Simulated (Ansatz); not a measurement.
# TiSb2: the cost of one run

Computed with Ansatz 0.2.0 (DFT PBEsol, scalar-relativistic, plane waves, PAW, unless a step's input says otherwise).

1 further run of the same task is left out (set aside as unsound or not needed).

## (1) The system as given

The structure is tetragonal, space group I4/mcm (No. 140). Conventional cell: a = 6.635 Å, b = 6.635 Å, c = 5.714 Å, α = 90.00°, β = 90.00°, γ = 90.00°. Ti (site symmetry 422) has 2 Ti at 2.86 Å and 8 Sb at 2.89 Å as nearest neighbours. Around Sb (site symmetry m2m) lie 1 Sb at 2.87 Å and 4 Ti at 2.89 Å.

Structure file:

```cif
data_structure
_symmetry_space_group_name_H-M 'P 1'
_symmetry_Int_Tables_number 1
_cell_length_a 5.4931
_cell_length_b 5.4931
_cell_length_c 5.4931
_cell_angle_alpha 105.693
_cell_angle_beta 105.693
_cell_angle_gamma 117.324
_cell_volume 125.78
loop_
_atom_site_label
_atom_site_type_symbol
_atom_site_fract_x
_atom_site_fract_y
_atom_site_fract_z
_atom_site_occupancy
Ti1 Ti 0.25000 0.25000 0.00000 1
Ti2 Ti 0.75000 0.75000 0.00000 1
Sb1 Sb 0.65302 0.15302 0.80605 1
Sb2 Sb 0.15302 0.34698 0.50000 1
Sb3 Sb 0.34698 0.84698 0.19395 1
Sb4 Sb 0.84698 0.65302 0.50000 1
```

This cell was relaxed beforehand with the same method: volume 20.96 Å³/atom, gap on the mesh none (metal).

## (2) The cell scaled to 0.97 of its volume

File input.yaml:

```yaml
crystal:
  lattice:
    - [-3.2840580863, 3.2840580863, 2.8280409342]
    - [3.2840580863, -3.2840580863, 2.8280409342]
    - [3.2840580863, 3.2840580863, -2.8280409342]
  atoms:
    - { symbol: Ti, position: [0.25, 0.25, 0.0] }
    - { symbol: Ti, position: [0.75, 0.75, 0.0] }
    - { symbol: Sb, position: [0.6530229858, 0.1530229858, 0.8060459715] }
    - { symbol: Sb, position: [0.1530229858, 0.3469770142, 0.5] }
    - { symbol: Sb, position: [0.3469770142, 0.8469770142, 0.1939540285] }
    - { symbol: Sb, position: [0.8469770142, 0.6530229858, 0.5] }
basis:
  ecutwfc: 420
kpoints:
  mp_grid: { grid: [8, 8, 8] }
hamiltonian:
  xc: pbesol
scf:
  occupations: { method: gaussian, width: 0.1 }
output:
  forces: true
  stress: true
  eigenvalues: true
relax:
  adjacent_minimum: "off"
  f_tol: 0.01
  max_steps: 30
  cell: { stress_tol: 0.1, fix: [volume] }
```

Command:

```sh
> ansatz run input.yaml --threads 2 --pin off --max-ram 5120MiB --backend cpu --events-out ev --progress --plain --runs-dir out
```

**Question.** How long does this run take on 2 threads of Arm Neoverse V1, shared host, and how much memory does it need?

About 53 s, with a peak of 0.61 GiB.
